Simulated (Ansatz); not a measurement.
# C3H6BN: two geometries relaxed

Program: Ansatz 0.2.0. Level of theory: RKS B3LYP-D4/6-31G. These are calculated values, not measurements.

### Step 1. Starting point

Bond lengths: B1–C2 1.527 Å, C2–N3 1.442 Å, N3–C4 1.278 Å, C4–C5 1.313 Å, B1–H6 1.213 Å, B1–H7 1.220 Å, C2–H8 1.084 Å, C2–H9 1.154 Å, C5–H10 1.058 Å, C5–H11 1.054 Å. Angles: B1–C2–N3 110.3°, B1–C2–H8 111.5°, B1–C2–H9 107.4°, N3–C2–H8 108.4°, N3–C2–H9 109.4°, H8–C2–H9 109.7°, C2–B1–H6 123.1°, C2–B1–H7 122.4°, H6–B1–H7 114.5°, C2–N3–C4 127.5°, N3–C4–C5 171.8°, C4–C5–H10 121.1°, C4–C5–H11 115.3°, H10–C5–H11 123.6°.

As a file:

```xyz
11

B    -1.3844    0.6500    0.9438
C    -0.2494   -0.3234    1.2543
N     0.9457    0.0571    0.5420
C     1.1877   -0.0871   -0.7049
C     1.2524   -0.2614   -2.0047
H    -2.4898    0.5579    1.4357
H    -1.2435    1.5978    0.1880
H    -0.5068   -1.3377    0.9727
H    -0.0521   -0.2729    2.3900
H     0.3894   -0.1815   -2.6110
H     2.2163   -0.4559   -2.3853
```

### Step 2. End point A

Input file input.yaml:

```yaml
crystal:
  periodic: [false, false, false]
  atoms:
    - { symbol: B, position_ang: [-1.3844, 0.65, 0.9438] }
    - { symbol: C, position_ang: [-0.2494, -0.3234, 1.2543] }
    - { symbol: "N", position_ang: [0.9457, 0.0571, 0.542] }
    - { symbol: C, position_ang: [1.1877, -0.0871, -0.7049] }
    - { symbol: C, position_ang: [1.2524, -0.2614, -2.0047] }
    - { symbol: H, position_ang: [-2.4898, 0.5579, 1.4357] }
    - { symbol: H, position_ang: [-1.2435, 1.5978, 0.188] }
    - { symbol: H, position_ang: [-0.5068, -1.3377, 0.9727] }
    - { symbol: H, position_ang: [-0.0521, -0.2729, 2.39] }
    - { symbol: H, position_ang: [0.3894, -0.1815, -2.611] }
    - { symbol: H, position_ang: [2.2163, -0.4559, -2.3853] }
basis:
  gaussian: { orbitals: "6-31G" }
hamiltonian:
  xc: b3lyp
  dispersion: d4
relax:
  f_tol: 0.02
  max_steps: 50
```

On the command line:

```bash
ansatz run input.yaml --threads 1 --pin off --max-ram 2048MiB --backend cpu --events-out ev --progress --plain --runs-dir out
```

Q: Estimate wall time and peak memory on 1 thread of an x86-64 CPU, shared host.

About 84 s, with a peak of 0.15 GiB.
